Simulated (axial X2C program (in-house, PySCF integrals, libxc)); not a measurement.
# ISn⁺: from the state search to constants

What are the state, bond length, wavenumber and bond energy of ISn⁺, and what does spin–orbit coupling change?

The runs use an in-house X2C program for linear molecules on PySCF integrals; all-electron X2C, I dyall-cv3z, Sn dyall-cv3z.

All values are calculated.

## Step 1: The job

File task.json:

```json
{"zs": [53, 50], "q": 1, "bas": ["dyall-cv3z", "dyall-cv3z"], "levels": ["PBE0", "HF", "M06"], "cc": true, "r0": 2.73, "thr": -1.0, "nmax": 90, "npts": 10, "nst": 2, "ntry": 6}
```

Keys: zs atomic numbers; q charge; bas basis sets; levels methods (HF also brings MP2); cc coupled cluster on or off; r0 starting distance in Å; thr threshold in hartree for freezing inner shells (an s shell follows its p shell); nmax most natural virtual spinors; npts points asked for on the curve; nst determinants followed; ntry starts of the search.

Command:

```bash
$ python so2c.py task.json out
```

Spin-free means the one-electron spin-free X2C Hamiltonian; two-component (2c) means X2C with spin–orbit coupling and atomic mean-field two-electron Coulomb and Gaunt terms. Basis: I dyall-cv3z contracted to [11s12p8d4f1g], Sn dyall-cv3z contracted to [11s12p9d4f1g]; Gaussian nuclei, density fitting. Masses: I 126.904 u, Sn 119.902 u.

Notation: σ, π±, δ± give the projection m of an orbital's angular momentum (0, ±1, ±2), α and β its spin, Λ and M_S the sums; ω is the projection of a spinor's total angular momentum and Ω the sum. Logs are in hartree.

The results follow Hamiltonian by Hamiltonian and level by level.

## Step 2: Which state to follow

PBE0 moves the distance from 2.730 Å to 2.606 Å and compares determinants there.

Spin-free determinants:

```
ΔE (eV)           state                              open shells
   0.00  M_S = 0, Λ = 0                             closed shell
   3.10  M_S = 1, Λ = 1            beyond closed shells: σα, π+α
   3.26  M_S = 1, Λ = 0  beyond closed shells: π+α, π+β, 2 × π-α
   3.26  M_S = 1, Λ = 2  beyond closed shells: 2 × π+α, π+β, π-α
   3.35  M_S = 0, Λ = 2  beyond closed shells: π+α, 2 × π+β, π-α
   3.39  M_S = 0, Λ = 1            beyond closed shells: σα, π+β
```

Two-component determinants:

```
ΔE (eV)  state                              open shells
   0.00  Ω = 0                             closed shell
   2.81  Ω = 1  excess of +ω over −ω: ω = -1/2, ω = 3/2
   2.89  Ω = 2   excess of +ω over −ω: ω = 1/2, ω = 3/2
   2.99  Ω = 1        excess of +ω over −ω: 2 × ω = 1/2
   3.17  Ω = 3        excess of +ω over −ω: 2 × ω = 3/2
   3.20  Ω = 2   excess of +ω over −ω: ω = 1/2, ω = 3/2
   3.38  Ω = 1  excess of +ω over −ω: ω = -1/2, ω = 3/2
```

## Step 3: PBE0, spin-free

State followed: M_S = 0, Λ = 0 (closed shell). The scan is laid around 2.606 Å, a first estimate of the minimum, and this SCF restarts from the orbitals of the search.

Output at 2.606 Å:

```text
spin-free X2C-1e  PBE0
basis functions 253  fitting functions 1279  grid points 5803
iter        total energy     max residual
   1     -13291.398447463     2.45e-05
   2     -13291.398447472     8.10e-06
converged
one-electron -19297.79793228  Coulomb 5817.38012808  exact exchange -86.01792036  xc functional -263.07462197  nuclear repulsion 538.11189906
```

Along the bond, energies from the lowest point:

| R (Å) | E (eV) | μ (D) | HOMO (eV) | LUMO (eV) | iterations |
| --- | --- | --- | --- | --- | --- |
| 2.267 | 1.0969 | 1.94 | -13.67 | -8.26 | 22 |
| 2.372 | 0.4440 | 2.60 | -13.75 | -8.38 | 17 |
| 2.450 | 0.1702 | 3.10 | -13.77 | -8.48 | 15 |
| 2.528 | 0.0330 | 3.60 | -13.65 | -8.58 | 14 |
| 2.606 | 0.0000 | 4.10 | -13.41 | -8.67 | 2 |
| 2.697 | 0.0595 | 4.67 | -13.16 | -8.78 | 14 |
| 2.788 | 0.1948 | 5.22 | -12.92 | -8.88 | 13 |
| 2.906 | 0.4438 | 5.91 | -12.65 | -9.01 | 14 |
| 3.049 | 0.8146 | 6.70 | -12.35 | -9.15 | 13 |
| 3.257 | 1.4052 | 7.75 | -11.99 | -9.33 | 14 |

Dipoles are positive if Sn is the positive end and refer to the centre of mass.

Outer orbitals at the reference distance:

| symmetry | occupied | ε (eV) | atomic character |
| --- | --- | --- | --- |
| σα | yes | -24.89 | 78% I s, 8% Sn p, 8% Sn s |
| σα | yes | -18.59 | 68% Sn s, 21% I p, 7% I s |
| σα | yes | -13.74 | 49% I p, 32% Sn p, 15% Sn s |
| π+α | yes | -13.41 | 84% I p, 11% Sn p, 4% Sn d |
| π-α | yes | -13.41 | 84% I p, 11% Sn p, 4% Sn d |
| π+α | no | -8.67 | 84% Sn p, 11% I p, 3% I d |
| π-α | no | -8.67 | 84% Sn p, 11% I p, 3% I d |
| σα | no | -6.02 | 49% Sn p, 17% I p, 14% Sn d |
| σα | no | -3.22 | 63% Sn s, 10% I d, 9% Sn d |

PBE0 fields in the half plane through the axis: z from -2.4 to 4.8 Å across, distance from the axis 0.15 to 2.25 Å upwards; I lies at z = 0 and Sn at z = 2.606 Å; the ELF is damped to zero where the density is low.

log10 density (e/bohr³). Ten even steps from ' ' (-4.64 ) to '@' (1.84 ):
```
    ......::::::::::::::::::::::::::::::......    
  ....::::::--------------::::::::::::::::::....  
  ..::::------========--------------------::::....
....::----==============================----::::..
..::::--====++++++++++==========++++++====----::::
..::--====++++******++++++==++++****++++====----::
..::--====++**######**++++++++**######**++====--::
::::--==++++**%%@@%%**++++++**##%%@@##**++====--::
```

ELF. Ten even steps from '0' (0.00 ) to '9' (0.91 ):
```
0000012233221000000100000
0000234565543100123443100
0002467787764211245777510
0014678888876322345789851
0035788777886422223579984
0146885322577422443368997
0257862686257325887348998
0257844686437328288447998
```

Re = 2.596 Å, ωe = 241.8 cm⁻¹, ωexe = 0.364 cm⁻¹, Be = 0.04057 cm⁻¹, De = 3.54 eV, μ = 4.04 D.

## Step 4: HF, spin-free

Output at 2.606 Å:

```text
spin-free X2C-1e  HF
basis functions 253  fitting functions 1279  grid points 5803
iter        total energy     max residual
   1     -13286.377586592     3.50e-01
   2     -13286.414816290     7.53e-03
   3     -13286.416044428     1.06e-02
   4     -13286.416260287     2.41e-03
   5     -13286.416296323     6.17e-04
   6     -13286.416302728     4.59e-04
   7     -13286.416303488     9.47e-05
   8     -13286.416303568     3.47e-05
   9     -13286.416303573     1.00e-05
  10     -13286.416303573     1.13e-06
converged
one-electron -19295.75240093  Coulomb 5815.42287334  exact exchange -344.19867504  xc functional 0.00000000  nuclear repulsion 538.11189906
```

Re = 2.603 Å, ωe = 244.9 cm⁻¹, ωexe = 0.356 cm⁻¹, Be = 0.04034 cm⁻¹, De = 2.11 eV, μ = 4.80 D.

## Step 5: M06, spin-free

Output at 2.606 Å:

```text
spin-free X2C-1e  M06
basis functions 253  fitting functions 1279  grid points 5803
iter        total energy     max residual
   1     -13292.323538727     2.22e-01
   2     -13292.330245785     1.31e-02
   3     -13292.332066740     2.24e-02
   4     -13292.332489829     3.93e-03
   5     -13292.332525916     2.06e-03
   6     -13292.332532435     7.72e-04
   7     -13292.332533261     2.04e-04
   8     -13292.332533482     1.44e-04
   9     -13292.332533500     1.64e-05
  10     -13292.332533502     1.39e-05
converged
one-electron -19297.47323815  Coulomb 5817.08055668  exact exchange -92.90866265  xc functional -257.14308844  nuclear repulsion 538.11189906
```

Re = 2.607 Å, ωe = 240.9 cm⁻¹, ωexe = 0.38 cm⁻¹, Be = 0.04024 cm⁻¹, De = 3.53 eV, μ = 3.70 D.

## Step 6: MP2 and beyond, spin-free

Correlated methods: 10 electrons correlated (frozen shells, counted by type: I 4 s, 3 p, 2 d; Sn 4 s, 3 p, 2 d), 308 virtual spinors in MP2, 90 natural virtuals in coupled cluster.

Output of the correlated part at 2.606 Å:

```text
correlated 10  virtual 308  natural virtual 90  E(MP2) -0.197157696  MP2 remainder -0.006072869
iter   CCSD correlation   residual
   1     -0.204745499   1.28e-01
   2     -0.210790149   5.51e-02
   3     -0.212945816   2.44e-02
   4     -0.212945923   8.05e-03
   5     -0.212991786   3.10e-03
   6     -0.212998336   1.28e-03
   7     -0.212999278   3.00e-04
   8     -0.213001913   9.17e-05
   9     -0.213001034   2.89e-05
  10     -0.213001019   8.81e-06
(T) -0.010692865  T1 0.0317  D1 0.0468  max T2 0.077
```

T1 in the output is the amplitude norm over the root of the electron number; divide by √2 for the Lee–Taylor value.

MP2: Re = 2.607 Å, ωe = 245.8 cm⁻¹, Be = 0.04023 cm⁻¹, De = 3.37 eV.

CCSD: Re = 2.611 Å, ωe = 242.4 cm⁻¹, ωexe = 0.372 cm⁻¹, Be = 0.0401 cm⁻¹, De = 3.15 eV. T1 at Re = 0.023 (Lee–Taylor, the printed value over √2).

CCSD(T): Re = 2.619 Å, ωe = 238.9 cm⁻¹, ωexe = 0.374 cm⁻¹, Be = 0.03987 cm⁻¹, De = 3.31 eV. T1 at Re = 0.023 (Lee–Taylor, the printed value over √2).

## Step 7: The spin-free curves together

Energy (eV) of the followed determinant, spin-free, from each level's lowest point:

| R (Å) | PBE0 | HF | MP2 | CCSD | CCSD(T) | M06 |
| --- | --- | --- | --- | --- | --- | --- |
| 2.267 | 1.097 | 1.183 | 1.216 | n/a | n/a | 1.183 |
| 2.372 | 0.444 | 0.489 | 0.509 | 0.518 | 0.541 | 0.492 |
| 2.450 | 0.170 | 0.194 | 0.206 | 0.213 | 0.228 | 0.198 |
| 2.528 | 0.033 | 0.043 | 0.047 | 0.051 | 0.059 | 0.045 |
| 2.606 | 0.000 | 0.000 | 0.000 | 0.000 | 0.000 | 0.000 |
| 2.697 | 0.059 | 0.054 | 0.050 | 0.044 | 0.035 | 0.048 |
| 2.788 | 0.195 | 0.188 | 0.183 | 0.170 | 0.151 | 0.175 |
| 2.906 | 0.444 | 0.440 | 0.436 | 0.411 | 0.380 | 0.414 |
| 3.049 | 0.815 | 0.822 | 0.822 | n/a | n/a | 0.773 |
| 3.257 | 1.405 | 1.437 | 1.445 | n/a | n/a | 1.344 |

## Step 8: PBE0, 2c

State followed: Ω = 0 (closed shell). The scan is laid around 2.606 Å, a first estimate of the minimum, and this SCF restarts from the orbitals of the search.

The SCF at the reference distance of 2.606 Å:

```text
two-component X2C + atomic mean field  PBE0
basis functions 253  fitting functions 1279  grid points 5803
iter        total energy     max residual
   1     -13285.825488710     2.54e-05
   2     -13285.825488714     1.11e-05
converged
one-electron -19281.53299755  Coulomb 5814.32935830  exact exchange -85.96502290  xc functional -262.92192019  nuclear repulsion 538.11189906  atomic mean-field constant -7.84680543
```

Along the bond, energies from the lowest point:

| R (Å) | E (eV) | μ (D) | HOMO (eV) | LUMO (eV) | iterations |
| --- | --- | --- | --- | --- | --- |
| 2.267 | 1.1137 | 1.87 | -13.63 | -8.42 | 24 |
| 2.372 | 0.4567 | 2.52 | -13.67 | -8.54 | 19 |
| 2.450 | 0.1791 | 3.00 | -13.59 | -8.64 | 16 |
| 2.528 | 0.0378 | 3.49 | -13.35 | -8.73 | 14 |
| 2.606 | 0.0000 | 3.97 | -13.12 | -8.82 | 2 |
| 2.697 | 0.0532 | 4.52 | -12.87 | -8.93 | 15 |
| 2.788 | 0.1814 | 5.05 | -12.64 | -9.03 | 14 |
| 2.906 | 0.4196 | 5.70 | -12.37 | -9.15 | 14 |
| 3.049 | 0.7746 | 6.43 | -12.08 | -9.28 | 14 |
| 3.257 | 1.3351 | 7.37 | -11.74 | -9.43 | 15 |

Dipoles are positive if Sn is the positive end and refer to the centre of mass.

Outer spinors at the reference distance:

```tsv
ω	occupied	ε (eV)	atomic character	λ mixture
1/2	yes	-35.36	100% Sn d	59% σ, 41% π
1/2	yes	-24.92	78% I s, 8% Sn p, 8% Sn s	100% σ
1/2	yes	-18.58	67% Sn s, 22% I p, 7% I s	100% σ
1/2	yes	-14.11	70% I p, 17% Sn p, 9% Sn s	50% π, 50% σ
1/2	yes	-13.44	63% I p, 26% Sn p, 6% Sn s	50% σ, 50% π
3/2	yes	-13.12	82% I p, 12% Sn p, 4% Sn d	100% π
1/2	no	-8.82	85% Sn p, 11% I p, 3% I d	99% π, 1% σ
3/2	no	-8.45	83% Sn p, 12% I p, 3% I d	100% π
1/2	no	-6.00	49% Sn p, 17% I p, 14% Sn d	99% σ, 1% π
1/2	no	-3.22	63% Sn s, 10% I d, 9% Sn d	100% σ
```

PBE0 fields in the half plane through the axis: z from -2.4 to 4.8 Å across, distance from the axis 0.15 to 2.25 Å upwards; I lies at z = 0 and Sn at z = 2.606 Å; the ELF is damped to zero where the density is low.

log10 density (e/bohr³). Ten even steps from '0' (-4.65 ) to '9' (1.84 ):
```
0011122222222222222211100
0112223333333222222222110
0122333444433333333332211
1123344444444444444433221
1223445555544444555443322
1234455666555455665544332
1234456777655556777654432
2234556898655567897654432
```

ELF. Ten even steps from '0' (0.00 ) to '9' (0.90 ):
```
0000012233221000001100000
0000234565542100123443100
0002467787764212245777510
0014678888876322345789851
0035788777886422223579984
0146885322577422443368997
0257863686257325887348998
0257844686437328288447998
```

Re = 2.601 Å, ωe = 238.8 cm⁻¹, ωexe = 0.379 cm⁻¹, Be = 0.04042 cm⁻¹, De = 3.08 eV, μ = 3.94 D.

## Step 9: HF, 2c

Output at 2.606 Å:

```text
two-component X2C + atomic mean field  HF
basis functions 253  fitting functions 1279  grid points 5803
iter        total energy     max residual
   1     -13280.798637214     4.09e-01
   2     -13280.835723153     7.50e-03
   3     -13280.836935310     1.21e-02
   4     -13280.837143823     2.46e-03
   5     -13280.837179486     6.97e-04
   6     -13280.837185709     5.14e-04
   7     -13280.837186459     9.34e-05
   8     -13280.837186543     3.42e-05
   9     -13280.837186549     1.14e-05
  10     -13280.837186550     2.42e-06
converged
one-electron -19279.47803820  Coulomb 5812.36175552  exact exchange -343.98599750  xc functional 0.00000000  nuclear repulsion 538.11189906  atomic mean-field constant -7.84680543
```

Re = 2.608 Å, ωe = 242.3 cm⁻¹, ωexe = 0.37 cm⁻¹, Be = 0.04021 cm⁻¹, De = 1.51 eV, μ = 4.69 D.

## Step 10: M06, 2c

Output at 2.606 Å:

```text
two-component X2C + atomic mean field  M06
basis functions 253  fitting functions 1279  grid points 5803
iter        total energy     max residual
   1     -13286.748381114     2.24e-01
   2     -13286.755241158     1.31e-02
   3     -13286.757034407     2.36e-02
   4     -13286.757446630     3.98e-03
   5     -13286.757480732     2.09e-03
   6     -13286.757486747     7.69e-04
   7     -13286.757487464     2.04e-04
   8     -13286.757487667     1.44e-04
   9     -13286.757487685     1.60e-05
  10     -13286.757487686     1.44e-05
converged
one-electron -19281.20377033  Coulomb 5814.02592577  exact exchange -92.85178952  xc functional -256.99294723  nuclear repulsion 538.11189906  atomic mean-field constant -7.84680543
```

Re = 2.612 Å, ωe = 237.4 cm⁻¹, ωexe = 0.401 cm⁻¹, Be = 0.04007 cm⁻¹, De = 2.84 eV, μ = 3.60 D.

## Step 11: MP2 and beyond, 2c

Correlated methods: 10 electrons correlated (frozen shells, counted by type: I 4 s, 3 p, 2 d; Sn 4 s, 3 p, 2 d), 308 virtual spinors in MP2, 90 natural virtuals in coupled cluster.

Output of the correlated part at 2.606 Å:

```text
correlated 10  virtual 308  natural virtual 90  E(MP2) -0.196363658  MP2 remainder -0.006080451
iter   CCSD correlation   residual
   1     -0.204106677   1.26e-01
   2     -0.210162905   5.36e-02
   3     -0.212202909   2.36e-02
   4     -0.212203146   7.75e-03
   5     -0.212246428   2.94e-03
   6     -0.212251719   1.20e-03
   7     -0.212252917   2.89e-04
   8     -0.212255377   9.33e-05
   9     -0.212254503   3.54e-05
  10     -0.212254527   1.60e-05
  11     -0.212254300   8.16e-06
  12     -0.212254311   4.18e-06
(T) -0.010496576  T1 0.0305  D1 0.0464  max T2 0.063
```

MP2: Re = 2.611 Å, ωe = 243.4 cm⁻¹, Be = 0.04011 cm⁻¹, De = 2.82 eV.

CCSD: Re = 2.616 Å, ωe = 239.5 cm⁻¹, ωexe = 0.389 cm⁻¹, Be = 0.03996 cm⁻¹, De = 2.60 eV. T1 at Re = 0.022 (Lee–Taylor, the printed value over √2).

CCSD(T): Re = 2.623 Å, ωe = 236.3 cm⁻¹, ωexe = 0.389 cm⁻¹, Be = 0.03973 cm⁻¹, De = 2.76 eV. T1 at Re = 0.022 (Lee–Taylor, the printed value over √2).

## Step 12: The 2c curves together

Energy (eV) of the followed determinant, 2c, from each level's lowest point:

| R (Å) | PBE0 | HF | MP2 | CCSD | CCSD(T) | M06 |
| --- | --- | --- | --- | --- | --- | --- |
| 2.267 | 1.114 | 1.199 | 1.230 | n/a | n/a | 1.202 |
| 2.372 | 0.457 | 0.501 | 0.520 | 0.530 | 0.552 | 0.507 |
| 2.450 | 0.179 | 0.203 | 0.213 | 0.221 | 0.236 | 0.208 |
| 2.528 | 0.038 | 0.047 | 0.051 | 0.056 | 0.063 | 0.050 |
| 2.606 | 0.000 | 0.000 | 0.000 | 0.000 | 0.000 | 0.000 |
| 2.697 | 0.053 | 0.048 | 0.045 | 0.038 | 0.030 | 0.041 |
| 2.788 | 0.181 | 0.176 | 0.172 | 0.157 | 0.139 | 0.160 |
| 2.906 | 0.420 | 0.419 | 0.416 | 0.387 | 0.360 | 0.387 |
| 3.049 | 0.775 | 0.786 | 0.789 | n/a | n/a | 0.727 |
| 3.257 | 1.335 | 1.372 | 1.385 | n/a | n/a | 1.262 |

Time for the job: 3 min (1 thread of Arm Neoverse V2, shared host); peak memory 0.75 GiB.

## Step 13: Constants

Lowest determinant that the search found at its distance, spin-free: M_S = 0, Λ = 0 (closed shell).

Lowest determinant that the search found at its distance, 2c: Ω = 0 (closed shell).

```
Hamiltonian    level  Re (Å)  ωe (cm⁻¹)  De (eV)  μ (D)
  spin-free     PBE0   2.596      241.8     3.54   4.04
  spin-free       HF   2.603      244.9     2.11   4.80
  spin-free      MP2   2.607      245.8     3.37    n/a
  spin-free     CCSD   2.611      242.4     3.15    n/a
  spin-free  CCSD(T)   2.619      238.9     3.31    n/a
  spin-free      M06   2.607      240.9     3.53   3.70
         2c     PBE0   2.601      238.8     3.08   3.94
         2c       HF   2.608      242.3     1.51   4.69
         2c      MP2   2.611      243.4     2.82    n/a
         2c     CCSD   2.616      239.5     2.60    n/a
         2c  CCSD(T)   2.623      236.3     2.76    n/a
         2c      M06   2.612      237.4     2.84   3.60
```

Dipoles are positive if Sn is the positive end and refer to the centre of mass.

Time per point (s) on 1 thread of Arm Neoverse V2, shared host (2c runs; CCSD comes with the CCSD(T) run); the times are rough: PBE0 1.2, HF 0.92, MP2 1.2, CCSD(T) 3.9, M06 1.8.

**Reading.** At CCSD(T), going from spin-free to two-component changes Re by +4 mÅ, ωe by -1.1 %; the spin-free picture holds up (part of it comes from the scalar share of the two-electron terms). De moves by -0.55 eV; both De rest on single-determinant atoms, which can miss part of an open shell's spin–orbit lowering.

De refers to I + Sn+, each in the lowest determinant found, which need not be this curve's own limit. The state is a single determinant with fixed occupations, the lowest that a limited PBE0 search found. The closed shell is kept restricted; where the fragments are open shells, the energy then runs too high at long range. Dissociation energies refer to the lowest single-determinant-based atoms at the same level and basis. CCSD and (T) use frozen natural virtuals with an MP2 correction for the truncation. The meta-GGAs lack a current-density term, which matters for open shells with orbital currents, atoms included. With the outer-core shells frozen, correlated bond lengths of heavy atoms tend to come out a few hundredths of an ångström too long. T1 at Re is 0.023 (Lee–Taylor), above the customary mark of 0.02.
